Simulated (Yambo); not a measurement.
# Au (Fm-3m) in Yambo: a series of runs

Runs on Au. Level: PBE. Tasks: optical spectrum.

All numbers are computed with Yambo 5.3.0; they aren't measurements. Logs are shortened: lines on timing, memory, paths and dates and some standing lists are left out, and cuts for length are marked.

## (1) The crystal as given

Symmetry: Fm-3m, No. 225, cubic system. Conventional cell: a = 4.070 Å, b = 4.070 Å, c = 4.070 Å, α = 90.00°, β = 90.00°, γ = 90.00°. Around Au (site symmetry m-3m) lie 12 Au at 2.88 Å.

## (2) Optical spectrum, PBE

The input, optics2.in:

```
optics
chi
tddft
Chimod= "ALDA"
% BndsRnXd
 1 | 25 |
%
NGsBlkXd= 1 Ry
% LongDrXd
 1 | 0 | 0 |
%
% QpntsRXd
 1 | 1 |
%
% EnRngeXd
 0 | 15 | eV
%
% DmRngeXd
 0.2 | 0.2 | eV
%
ETStpsXd= 200
FxcGRLc= 1 Ry
VXCRLvcs= 1 Ry
```

The input, scf.in:

```
&CONTROL
  calculation = 'scf'
  prefix = 'pwscf'
  outdir = './tmp'
  pseudo_dir = './pseudo'
/
&SYSTEM
  ibrav = 0
  nat = 1
  ntyp = 1
  ecutwfc = 76
  nbnd = 16
  occupations = 'smearing'
  smearing = 'fd'
  degauss = 0.00367493
  force_symmorphic = .true.
/
&ELECTRONS
  conv_thr = 2d-10
  electron_maxstep = 120
  mixing_beta = 0.5
/
ATOMIC_SPECIES
Au   196.9666 Au.upf
CELL_PARAMETERS angstrom
   0.0000000000    2.0350000000    2.0350000000
   2.0350000000    0.0000000000    2.0350000000
   2.0350000000    2.0350000000    0.0000000000
ATOMIC_POSITIONS crystal
Au     0.0000000000    0.0000000000    0.0000000000
K_POINTS automatic
20 20 20 0 0 0
```

The input, nscf.in:

```
&CONTROL
  calculation = 'nscf'
  prefix = 'pwscf'
  outdir = './tmp'
  pseudo_dir = './pseudo'
/
&SYSTEM
  ibrav = 0
  nat = 1
  ntyp = 1
  ecutwfc = 76
  nbnd = 40
  occupations = 'smearing'
  smearing = 'fd'
  degauss = 0.00367493
  force_symmorphic = .true.
/
&ELECTRONS
  conv_thr = 1d-08
  diago_full_acc = .true.
  diago_thr_init = 1d-06
/
ATOMIC_SPECIES
Au   196.9666 Au.upf
CELL_PARAMETERS angstrom
   0.0000000000    2.0350000000    2.0350000000
   2.0350000000    0.0000000000    2.0350000000
   2.0350000000    2.0350000000    0.0000000000
ATOMIC_POSITIONS crystal
Au     0.0000000000    0.0000000000    0.0000000000
K_POINTS automatic
20 20 20 0 0 0
```

Potentials or basis: PseudoDojo 0.4.1 SR PBE standard.

The run is started by

```sh
> OMP_NUM_THREADS=1 pw.x -in scf.in > scf.out
> OMP_NUM_THREADS=1 pw.x -in nscf.in > nscf.out
> cd tmp/pwscf.save; p2y; mv SAVE ../..; cd ../..
> OMP_NUM_THREADS=1 yambo
> OMP_NUM_THREADS=1 yambo -F optics2.in -J optics2 -C optics2_out
```

Yambo's report:

```text
[... sections 02.01 to 02.04 as in the set-up run ...]

  [02.05] Energies & Occupations
  ==============================

  [X] === General ===
  [X] Electronic Temperature                        :  0.258606E-1   300.100    [eV K]
  [X] Bosonic    Temperature                        :  0.258606E-1   300.100    [eV K]
  [X] Finite Temperature mode                       : yes
  [X] El. density                                   :  0.11273E+25 [cm-3]
  [X] Fermi Level                                   :  20.98235 [eV]

  [X] === Gaps and Widths ===
  [X] Conduction Band Min                           :  20.98235 [eV]
  [X] Valence Band Max                              :  20.98235 [eV]
  [X] Filled Bands                                  :   9
  [X] Metallic Bands                                :  10  10
  [X] Empty Bands                                   :   11   40

  [X] === Metallic Characters ===
  [X] N of el / N of met el                         :  19.00000   1.09912
  [X] Average metallic occ.                         :  0.274781

  [WARNING] [X] Metallic system

 [03] Transferred momenta grid and indexing
 ==========================================

 IBZ Q-points                                      :  256
 BZ  Q-points                                      :   8000

 K/Q-points units:
 rlu = crystal or reduced units; cc = cartesian coordinates; iku = interal k-units

 Q [  1]        [rlu]:  0.000000  0.000000  0.000000
 Q [  2]        [rlu]: -0.87842E-18 -0.87842E-18  0.50000E-01
 Q [  3]        [rlu]: -0.17568E-17 -0.17568E-17  0.10000
 Q [  4]        [rlu]:  0.97459E-17 -0.41319E-17  0.15000
 Q [  5]        [rlu]: -0.40382E-18 -0.40382E-18  0.20000
 Q [  6]        [rlu]:  0.24860E-16 -0.28955E-17  0.25000
[... 42 lines left out ...]
 Q [ 49]        [rlu]: -0.39883E-17  0.15000      0.20000
 Q [ 50]        [rlu]:  0.90111E-17  0.15000      0.25000

 Remaining 206 points informations can be written running with -fatlog

 [WARNING] [Xd] User bands 1-25 break level degeneracy

 [04] Dipoles
 ============

  [04.01] Setup: observables and procedures
  =========================================

  [WF-Oscillators/G space/Transverse up loader] Normalization (few states)  min/max  :  0.20304E-16   1.0000

  [WR./optics2//ndb.dipoles]------------------------------------------------------
   Brillouin Zone Q/K grids (IBZ/BZ)                :    256   8000    256   8000
   RL vectors                                       :  1807 [WF]
   Fragmentation                                    : yes
   Electronic Temperature                           :  300.1000 [K]
   Bosonic    Temperature                           :  300.1000 [K]
   DIP band range                                   :   1  25
   DIP band range limits                            :  10  10
   DIP e/h energy range                             : -1.000000 -1.000000 [eV]
   RL vectors in the sum                            :  1807
   [r,Vnl] included                                 : yes
   Bands ordered                                    : yes
   Direct v evaluation                              : no
   Approach used                                    : G-space v
   Dipoles computed                                 : R V P [G-space]
   Wavefunctions                                    : Perdew, Burke & Ernzerhof(X)+Perdew, Burke & Ernzerhof(C)

  [WARNING] [r,Vnl^pseudo] included in position and velocity dipoles.

  [WARNING] In case H contains other non local terms, these are neglected

 [05] Optics
 ===========

 [xc] Functional : Perdew, Burke & Ernzerhof(X)+Perdew, Burke & Ernzerhof(C)
 [xc] LIBXC used to calculate xc functional
  PP Number of Atomic Species                      :  1
  NLCC RL compoments                               :  10081
 [X-CG] R(p) Tot o/o(of R):    33215  1192206      100

 [WARNING] The system is a metal but Drude term not included.
```

It took 1.9 min on 1 thread of Arm Neoverse V2, shared host; peak memory 0.94 GiB.

What came out:

```
Band gap on the k mesh, mean-field level : none (metal or under the smearing width)
```

Dielectric function (along the field direction of the input):
```
energy (eV)  real part  imaginary part
       0.30       8.92            0.07
       0.75       9.22            0.21
       1.28      10.09            0.54
       1.81      12.18            2.26
       2.26      11.57            6.79
       2.79       7.51            6.90
       3.32       5.99            6.63
       3.84       4.76            6.13
       4.30       3.77            6.13
       4.82       3.16            4.60
       5.35       4.04            4.34
       5.80       3.62            4.54
       6.33       3.75            4.38
       6.86       3.21            5.42
       7.39       2.44            4.92
       7.84       1.75            4.99
       8.37       1.02            4.52
       8.89       0.73            3.92
       9.42       0.67            3.25
       9.87       0.78            2.77
      10.40       1.10            2.55
      10.93       1.22            2.32
      11.38       1.48            2.40
      11.91       1.40            2.54
      12.44       1.35            2.63
      12.96       0.98            2.30
      13.42       1.08            2.28
      13.94       0.98            2.04
      14.47       0.97            2.07
      15.00       1.11            1.74
```

Caveat: the LDA kernel is used on GGA states, which is inconsistent by a few percent; the intraband (Drude) term of the metal is left out; these spectra lack excitons.

## (3) Optical spectrum, PBE

The input, optics3.in:

```
optics
chi
Chimod= "IP"
% BndsRnXd
 1 | 25 |
%
% LongDrXd
 0 | 1 | 0 |
%
% QpntsRXd
 1 | 1 |
%
% EnRngeXd
 0 | 30 | eV
%
% DmRngeXd
 0.1 | 0.1 | eV
%
ETStpsXd= 150
```

scf.in is that of step 2.

nscf.in is that of step 2.

Potentials or basis: PseudoDojo 0.4.1 SR PBE standard.

The run is started by

```sh
> OMP_NUM_THREADS=1 pw.x -in scf.in > scf.out
> OMP_NUM_THREADS=1 pw.x -in nscf.in > nscf.out
> cd tmp/pwscf.save; p2y; mv SAVE ../..; cd ../..
> OMP_NUM_THREADS=1 yambo
> OMP_NUM_THREADS=1 yambo -F optics3.in -J optics3 -C optics3_out
```

Yambo's report:

```text
[... sections 02.01 to 02.04 as in the set-up run ...]

  [02.05] Energies & Occupations
  ==============================

  [X] === General ===
  [X] Electronic Temperature                        :  0.258606E-1   300.100    [eV K]
  [X] Bosonic    Temperature                        :  0.258606E-1   300.100    [eV K]
  [X] Finite Temperature mode                       : yes
  [X] El. density                                   :  0.11273E+25 [cm-3]
  [X] Fermi Level                                   :  20.98235 [eV]

  [X] === Gaps and Widths ===
  [X] Conduction Band Min                           :  20.98235 [eV]
  [X] Valence Band Max                              :  20.98235 [eV]
  [X] Filled Bands                                  :   9
  [X] Metallic Bands                                :  10  10
  [X] Empty Bands                                   :   11   40

  [X] === Metallic Characters ===
  [X] N of el / N of met el                         :  19.00000   1.09912
  [X] Average metallic occ.                         :  0.274781

  [WARNING] [X] Metallic system

 [03] Transferred momenta grid and indexing
 ==========================================

 IBZ Q-points                                      :  256
 BZ  Q-points                                      :   8000

 K/Q-points units:
 rlu = crystal or reduced units; cc = cartesian coordinates; iku = interal k-units

 Q [  1]        [rlu]:  0.000000  0.000000  0.000000
 Q [  2]        [rlu]: -0.87842E-18 -0.87842E-18  0.50000E-01
 Q [  3]        [rlu]: -0.17568E-17 -0.17568E-17  0.10000
 Q [  4]        [rlu]:  0.97459E-17 -0.41319E-17  0.15000
 Q [  5]        [rlu]: -0.40382E-18 -0.40382E-18  0.20000
 Q [  6]        [rlu]:  0.24860E-16 -0.28955E-17  0.25000
[... 42 lines left out ...]
 Q [ 49]        [rlu]: -0.39883E-17  0.15000      0.20000
 Q [ 50]        [rlu]:  0.90111E-17  0.15000      0.25000

 Remaining 206 points informations can be written running with -fatlog

 [WARNING] [Xd] User bands 1-25 break level degeneracy

 [04] Dipoles
 ============

  [04.01] Setup: observables and procedures
  =========================================

  [WF-Oscillators/G space/Transverse up loader] Normalization (few states)  min/max  :  0.20304E-16   1.0000

  [WR./optics3//ndb.dipoles]------------------------------------------------------
   Brillouin Zone Q/K grids (IBZ/BZ)                :    256   8000    256   8000
   RL vectors                                       :  1807 [WF]
   Fragmentation                                    : yes
   Electronic Temperature                           :  300.1000 [K]
   Bosonic    Temperature                           :  300.1000 [K]
   DIP band range                                   :   1  25
   DIP band range limits                            :  10  10
   DIP e/h energy range                             : -1.000000 -1.000000 [eV]
   RL vectors in the sum                            :  1807
   [r,Vnl] included                                 : yes
   Bands ordered                                    : yes
   Direct v evaluation                              : no
   Approach used                                    : G-space v
   Dipoles computed                                 : R V P [G-space]
   Wavefunctions                                    : Perdew, Burke & Ernzerhof(X)+Perdew, Burke & Ernzerhof(C)

  [WARNING] [r,Vnl^pseudo] included in position and velocity dipoles.

  [WARNING] In case H contains other non local terms, these are neglected

 [05] Optics
 ===========

 [X-CG] R(p) Tot o/o(of R):    33215  1192206      100

 [WARNING] The system is a metal but Drude term not included.
```

o-optics3.eps_q1_ip:

```text
# Absorption @ Q(1):   0.00000000      1.00000000      0.00000000    [q->0 direction]
#
# [ X ] Hartree size                              :  1
# [GEN] GF Energies                               : Perdew, Burke & Ernzerhof(X)+Perdew, Burke & Ernzerhof(C)
# [GEN] Green`s Function                          : Retarded
#
# [GEN] Gauge                                     : Length
# [GEN] [r,Vnl] included                          : yes
#
#    E[1] [eV]          Im(eps)            Re(eps)
#
        0.000000          -0.75908E-17        9.123802
        0.201342           0.024314           9.147991
        0.402685           0.050418           9.222295
        0.604027           0.080532           9.352323
        0.805369           0.117961           9.548947
        1.006711           0.168452           9.831479
[... 142 lines left out ...]
        29.79866           1.610106          -0.005365
        30.00000           1.494134          -0.073055
#
```

Run time: 1.7 min. Hardware: 1 thread of Arm Neoverse V2, shared host; peak memory 0.39 GiB.

Results:

* Band gap on the k mesh, mean-field level: none (metal or under the smearing width)

Dielectric function (along the field direction of the input):
```tsv
energy (eV)	real part	imaginary part
0.40	9.22	0.05
0.81	9.55	0.12
1.21	10.23	0.24
1.81	13.44	1.62
2.21	13.62	6.57
2.82	8.14	7.56
3.22	7.00	6.54
3.83	4.61	7.23
4.23	4.50	7.14
4.83	3.25	4.47
5.23	4.59	3.72
5.84	3.92	4.79
6.24	4.32	4.50
6.85	3.49	5.57
7.25	2.58	4.95
7.85	2.02	5.16
8.26	1.31	4.95
8.86	0.96	4.29
9.26	1.14	3.74
9.87	1.18	2.74
10.27	1.40	2.43
10.87	1.46	2.43
11.28	1.96	2.28
11.88	1.90	2.91
12.28	1.80	2.83
12.89	1.07	2.56
13.29	1.36	2.60
13.89	1.03	2.31
14.30	1.34	2.54
14.90	1.02	1.85
15.30	1.39	2.17
15.91	1.40	1.95
16.31	1.35	2.12
16.91	1.47	1.70
17.32	1.55	1.81
17.92	1.84	1.46
18.32	2.47	2.29
18.93	2.24	3.53
19.33	1.11	3.55
19.93	0.63	3.48
```

Energy-loss function:
```csv
energy (eV),loss
0.0,0.000
1.2,0.002
2.6,0.063
3.8,0.098
5.2,0.107
6.4,0.118
7.9,0.168
9.1,0.284
10.5,0.283
11.7,0.267
13.1,0.318
14.3,0.308
15.7,0.364
16.9,0.336
18.3,0.202
19.5,0.262
20.9,0.392
22.1,0.507
23.6,0.782
24.8,0.727
26.2,0.514
27.4,0.385
28.8,0.516
30.0,0.668
```

Caveat: the intraband (Drude) term of the metal is left out; independent-particle spectra lack excitons.

(Continued in part 2 of 2.)
